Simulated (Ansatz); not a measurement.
# C₂H₅ClSSi: small, medium and large basis sets

The task here is to estimate one member of a computed series from the others.

The runs use Ansatz 0.2.0, Gaussian basis; one geometry, several basis sets.

The runs, in order: PBE0-D4/def2-SVP; ωB97M-V/def2-SVP; PBE0-D4/def2-QZVPP; ωB97M-V/def2-QZVPP; the functionals' def2-TZVPP values are taken from earlier runs.

## The geometry

The geometry comes from an earlier relaxation with PBE0-D4 in a triple-zeta def2 set; it is a stationary point, not always the lowest conformer.

SMILES `C=C[SiH](S)Cl`, 10 atoms, charge 0, spin multiplicity 1.

Atoms are counted from 1 here; the program's logs count them from 0.

Bond lengths: C1–C2 1.330 Å, C1–H6 1.086 Å, C1–H7 1.086 Å, C2–Si3 1.850 Å, C2–H8 1.089 Å, Si3–S4 2.124 Å, Si3–Cl5 2.060 Å, Si3–H9 1.480 Å, S4–H10 1.345 Å. Angles: C2–C1–H6 121.6°, C2–C1–H7 121.9°, H6–C1–H7 116.5°, C1–C2–Si3 123.7°, C1–C2–H8 118.9°, Si3–C2–H8 117.4°, C2–Si3–S4 112.6°, C2–Si3–Cl5 107.1°, C2–Si3–H9 113.3°, S4–Si3–Cl5 111.9°, S4–Si3–H9 104.8°, Cl5–Si3–H9 107.1°, Si3–S4–H10 94.0°.

Set-up of the first run:

in.yaml reads:

```yaml
crystal:
  periodic: [false, false, false]
  atoms:
    - {symbol: C, position_ang: [-1.456469, 0.348788, -0.696493]}
    - {symbol: C, position_ang: [-0.365972, 0.901949, -0.174461]}
    - {symbol: Si, position_ang: [0.902550, -0.039807, 0.788410]}
    - {symbol: S, position_ang: [0.680177, -2.143369, 0.591824]}
    - {symbol: Cl, position_ang: [2.750618, 0.602087, 0.143007]}
    - {symbol: H, position_ang: [-1.663060, -0.712234, -0.589655]}
    - {symbol: H, position_ang: [-2.188192, 0.932327, -1.247757]}
    - {symbol: H, position_ang: [-0.201422, 1.970043, -0.308475]}
    - {symbol: H, position_ang: [0.838160, 0.213165, 2.245256]}
    - {symbol: H, position_ang: [0.786710, -2.124148, -0.748653]}
basis:
  gaussian: {orbitals: def2-SVP}
hamiltonian: {xc: pbe0, dispersion: d4}
output: {orbitals: {seedname: orbitals}}
```

The run is started by

```bash
> ansatz run in.yaml --threads 4 --pin off --events-out ev --progress --plain --max-ram 10444MiB
```

Among the steps run: PBE0-D4 in def2-SVP; ωB97M-V in def2-SVP; PBE0-D4 in def2-QZVPP; ωB97M-V in def2-QZVPP.

One table of the session follows, with a row left open; its other results are not shown here.

It belongs to the step «Density functionals: the series». 

| functional | basis | HOMO (eV) |
| --- | --- | --- |
| PBE0-D4 | def2-SVP | -7.73 |
| PBE0-D4 | def2-TZVPP | -7.82 |
| PBE0-D4 | def2-QZVPP | -7.84 |
| ωB97M-V | def2-SVP | -9.89 |
| ωB97M-V | def2-TZVPP | -10.01 |
| ωB97M-V | def2-QZVPP | ? |

Estimate the missing values for ωB97M-V, def2-QZVPP.

The run gave: HOMO (eV): -10.05. In the column «HOMO (eV)» it is the lowest.
